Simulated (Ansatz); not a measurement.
# BBrCl3H: the cost of one run

Program: Ansatz 0.2.0. Level of theory: RKS CAM-B3LYP-D4/def2-SVP. These are calculated values, not measurements.

## Step 1: The structure to begin with

Bond lengths: B1–Cl2 2.174 Å, B1–Cl3 1.710 Å, B1–Cl4 1.709 Å, B1–Br6 2.385 Å. Angles: Cl2–B1–Cl3 108.5°, Cl2–B1–Cl4 108.8°, Cl2–B1–Br6 90.6°, Cl3–B1–Cl4 124.9°, Cl3–B1–Br6 109.7°, Cl4–B1–Br6 109.0°.

Structure file:

```xyz
6

B    -0.5599   -0.3497   -0.2056
Cl    0.9549    0.8341   -1.2211
Cl   -0.3602   -1.9873   -0.6540
Cl   -2.0420    0.5011   -0.2473
H     1.5037    0.9571    0.4355
Br    0.5036    0.0447    1.8924
```

## Step 2: Pulling towards end A

Springs on the bonds that form and break draw the guess towards this end; the thresholds are loose.

input.yaml

```yaml
crystal:
  periodic: [false, false, false]
  atoms:
    - { symbol: B, position_ang: [-0.5599, -0.3497, -0.2056] }
    - { symbol: Cl, position_ang: [0.9549, 0.8341, -1.2211] }
    - { symbol: Cl, position_ang: [-0.3602, -1.9873, -0.654] }
    - { symbol: Cl, position_ang: [-2.042, 0.5011, -0.2473] }
    - { symbol: H, position_ang: [1.5037, 0.9571, 0.4355] }
    - { symbol: Br, position_ang: [0.5036, 0.0447, 1.8924] }
basis:
  gaussian: { orbitals: def2-SVP }
hamiltonian:
  xc: cam_b3lyp
  dispersion: d4
relax:
  f_tol: 0.15
  max_steps: 25
  restrain:
    - { distance: [0, 5], at: 3.34, k: 30.0 }
    - { distance: [4, 1], at: 2.63, k: 30.0 }
    - { distance: [0, 1], at: 1.86, k: 30.0 }
    - { distance: [4, 5], at: 1.51, k: 30.0 }
output:
  orbitals: {}
```

On the command line:

```
ansatz run input.yaml --threads 4 --pin off --max-ram 5120MiB --backend cpu --events-out ev --progress --plain --runs-dir out
```

**Question.** How long does this run take on 4 threads of Arm Neoverse N1, shared host, and how much memory does it need?

About 29 s, with a peak of 0.32 GiB.
